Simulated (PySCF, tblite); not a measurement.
**C6H11NOSi: geometry, infrared bands and NMR shifts**

Wanted: the infrared bands and NMR shifts of C6H11NOSi (`C=C[C@@]1(NC=O)[SiH2][C@H]1C`), by calculation.

The runs use tblite 0.8.0 and PySCF 2.14.0, with density-fitted response routines of our own; the level of theory stands in each step. All values are computed, except where a source is named. Atoms are numbered from 0 throughout.

### Step 1. The starting structure

20 atoms, charge 0, multiplicity 1; geometry from: force field or distance geometry start.

Bonds of the start (Å): C0–C1 1.33, C1–C2 1.52, C2–N3 1.42, N3–C4 1.43, C4–O5 1.23, C2–Si6 1.82, Si6–C7 1.83, C7–C8 1.51, C7–C2 1.50, C0–H9 1.07, C0–H10 1.08, C1–H11 1.07, N3–H12 1.05, C4–H13 1.09, Si6–H14 1.50, Si6–H15 1.47, C7–H16 1.10, C8–H17 1.11, C8–H18 1.12, C8–H19 1.10.

### Step 2. Relaxing the molecule with GFN2-xTB

Job settings and geometry (Å):

```
{"job": {"kind": "relax", "xc": "GFN2-xTB", "basis": "xTB"}, "charge": 0, "multiplicity": 1}
C     -0.273200     2.504700    -0.499900
C     -0.638500     1.239900    -0.676500
C      0.214400     0.173800    -0.000600
N      1.484200     0.061000    -0.628100
C      2.515800    -0.836700    -0.205600
O      2.376700    -1.602900     0.748400
Si    -0.162400    -0.055800     1.760700
C     -0.440800    -1.142500     0.316600
C     -1.807700    -1.294500    -0.307300
H      0.569700     2.774000     0.095000
H     -0.855000     3.292800    -0.955700
H     -1.495800     0.972700    -1.257200
H      1.721000     0.664500    -1.450500
H      3.458800    -0.848100    -0.761400
H     -1.394900     0.587300     2.317500
H      0.879200    -0.334500     2.761600
H      0.178500    -2.053900     0.273300
H     -2.211500    -2.284500    -0.001500
H     -1.633800    -1.352900    -1.409900
H     -2.489800    -0.453800    -0.121800
```

Launch:

```
$ OMP_NUM_THREADS=1 python probes_run.py task.json out
```

This one command runs all jobs of the session in turn.

**Question.** This job is followed by: GFN2-xTB harmonic vibrations, gas phase; GIAO PBE0/pcSseg-1 NMR shielding, non-relativistic, gas phase. What will the session give for the following? strongest single infrared mode (GFN2-xTB); zero-point energy (GFN2-xTB); 13C shifts against TMS (PBE0/pcSseg-1); 1H shifts against TMS (PBE0/pcSseg-1); 15N shifts against NH3 (PBE0/pcSseg-1); 17O shifts against H2O (PBE0/pcSseg-1); 29Si shifts against TMS (PBE0/pcSseg-1).

**Answer**, as computed:

| quantity | value |
| --- | --- |
| strongest single infrared mode (GFN2-xTB) | 2259 cm⁻¹, 312 km/mol |
| zero-point energy (GFN2-xTB) | 97.4 kcal/mol |
| 13C shifts against TMS (PBE0/pcSseg-1) | 131.3, 126.1, 92.3, 85.5, 20.5, 11.8 ppm |
| 1H shifts against TMS (PBE0/pcSseg-1) | 9.13, 6.37, 6.22, 5.03, 4.75, 4.30, 3.74, 2.07, 1.89, 1.31, 1.01 ppm |
| 15N shifts against NH3 (PBE0/pcSseg-1) | 201.1 ppm |
| 17O shifts against H2O (PBE0/pcSseg-1) | 117.4 ppm |
| 29Si shifts against TMS (PBE0/pcSseg-1) | -30.1 ppm |

**Reading.** Relaxing lowered the energy by 2.331 eV in 139 steps; the close pair that moved most is O5–Si6, from 3.141 to 1.642 Å. No mode is imaginary among the 54: a minimum at this level. The strongest single mode, at 2259 cm⁻¹, moves mainly H14. GFN2-xTB is a fitted tight-binding method: band positions and strengths are rough. Its intensities can rank the bands wrongly. The structure rearranged or came apart on optimisation; the results belong to the end geometry, not to the formula as drawn. Shifts at one fixed geometry are not the observed spectrum, which averages over the motion. At PBE0/pcSseg-1: The largest span, 294 ppm, is at N3, where the paramagnetic term is -265 ppm.
